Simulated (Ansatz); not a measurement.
# K+ with F₂: structure and interaction energy

One table from this session's results is given with a row withheld; the runs are named, their logs left out.

Program: Ansatz 0.2.0, Gaussian basis. Level of theory: PBE0-D4 structure, single points in def2-TZVPPD. These are calculated values, not measurements.

Levels: PBE-D4, revPBE-D4, BLYP-D4, r2SCAN-D4, B97M-V, PBE0-D4, B3LYP-D4, HSE06-D4, wB97X-V, wB97M-V, B2PLYP, Hartree-Fock, MP2, CCSD, CCSD(T). The reference is CCSD(T) extrapolated to the basis limit. For elements past Ar these valence bases correlate outer-core shells poorly and lack relativity, so that limit is rough.

Correlated methods freeze the cores. The outer core shell of Li, Na, Mg and K is correlated. B3LYP uses VWN-RPA correlation. B2PLYP carries no dispersion term here.

163 further runs of the same task are left out: 163 set aside as unsound or not needed.

## The system as given

The pair, from a GFN2-xTB docking trial: 3 atoms, charge 1, spin multiplicity 1.

Atoms are counted from 1 here; the program's logs count them from 0.

Bond lengths: F2–F3 1.404 Å.

As a file:

```xyz
3

K     0.00000    0.00000   -2.59740
F    -0.36260    0.58990    1.41510
F     0.36260   -0.58990    1.18230
```

Atoms 1 to 1 are fragment A (K+), the rest fragment B (F₂).

The first run:

The input, pre/in.yaml:

```yaml
crystal:
  periodic: [false, false, false]
  atoms:
    - {symbol: K, position_ang: [0.000000, 0.000000, -2.597400]}
    - {symbol: F, position_ang: [-0.362600, 0.589900, 1.415100]}
    - {symbol: F, position_ang: [0.362600, -0.589900, 1.182300]}
basis:
  gaussian: {orbitals: def2-SVP}
total_charge: 1
hamiltonian: {xc: pbe, dispersion: d4}
relax: {f_tol: 0.03, max_steps: 250}
```

Launch:

```sh
$ ansatz run in.yaml --threads 2 --pin off --events-out ev --progress --plain --max-ram 5222MiB
```

Steps of the session up to this table: A first relaxation in a small basis; Relaxation at PBE0-D4; wB97X-V/def2-TZVPPD; wB97M-V/def2-TZVPPD; B2PLYP/def2-TZVPPD; B97M-V/def2-TZVPPD; CCSD(T)/def2-TZVPPD; Hartree-Fock/STO-3G; SPW92/def2-SVP; wB97M-V/def2-SVP; CCSD(T)/def2-SVP; Vibrations of the pair.

One table of the session follows, with a row left open; its other results are not shown here.

| method | interaction (kJ/mol) |
| --- | --- |
| PBE-D4 | -11.43 |
| revPBE-D4 | -9.72 |
| BLYP-D4 | -10.26 |
| r2SCAN-D4 | -11.14 |
| B97M-V | -11.04 |
| PBE0-D4 | -10.28 |
| B3LYP-D4 | -10.23 |
| HSE06-D4 | -10.33 |
| wB97X-V | -10.94 |
| wB97M-V | ? |
| B2PLYP | -9.50 |
| Hartree-Fock | -5.63 |
| MP2 | -10.16 |
| CCSD | -9.30 |
| CCSD(T) | -9.83 |
| CCSD(T)/CBS | -10.62 |

Q: Estimate the row for wB97M-V from the others.

As computed: interaction (kJ/mol): -10.78. In the column «interaction (kJ/mol)» it lies between wB97X-V (-10.94) and CCSD(T)/CBS (-10.62).

Among the levels timed on like hardware, those that no quicker one beats, quickest first: PBE-D4 (2.5 s, -0.81 kJ/mol); BLYP-D4 (3.1 s, +0.36 kJ/mol); PBE0-D4 (3.3 s, +0.34 kJ/mol); HSE06-D4 (3.7 s, +0.29 kJ/mol); wB97M-V (14 s, -0.16 kJ/mol).

For cost: wB97M-V gets within 0.16 kJ/mol in 14 s; the quickest level in the cost chart, PBE-D4, takes 2.5 s and misses by 0.81 kJ/mol.

To keep in mind: A lower arrangement may exist.
